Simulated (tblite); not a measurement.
# C4H6BrOSi: the cost of one run

Programs: tblite 0.8.0 and PySCF 2.14.0, with density-fitted response routines of our own. Each step states its level of theory. These are calculated values for one molecule in the gas phase, unless marked as measured. Atoms are numbered from 0 throughout.

### 1 The starting structure

13 atoms, charge 0, multiplicity 2; geometry from: force field or distance geometry start.

Bonds of the start (Å): C0–C1 1.35, C1–Si2 1.86, Si2–O3 1.75, O3–C4 1.38, C4–C5 1.48, C5–Br6 1.94, C5–C1 1.49, C0–H7 1.09, C0–H8 1.10, Si2–H9 1.49, C4–H10 1.14, C4–H11 1.12, C5–H12 1.09.

### 2 Geometry optimisation with GFN2-xTB

Job settings and geometry (Å):

```
{"job": {"kind": "relax", "xc": "GFN2-xTB", "basis": "xTB"}, "charge": 0, "multiplicity": 2}
C      2.129900    -0.269700     0.089400
C      0.841900     0.071200    -0.105700
Si     0.173400     1.776800    -0.412000
O     -1.347000     1.176600    -1.030700
C     -1.571800     0.066000    -0.244800
C     -0.372600    -0.796500    -0.107200
Br    -0.452900    -1.848100     1.519800
H      2.899200     0.503500     0.068900
H      2.364400    -1.330600     0.269100
H     -0.040700     2.410000     0.917700
H     -2.331000    -0.564400    -0.805800
H     -2.024400     0.317400     0.746400
H     -0.272600    -1.511500    -0.922800
```

Started as:

```sh
$ OMP_NUM_THREADS=1 python probes_run.py task.json out
```

One launch serves the whole session: the jobs run in the order shown.

**Question.** How long does this first job take on 1 thread of Intel Xeon at 2.50GHz, shared host?

About 1.6 s.
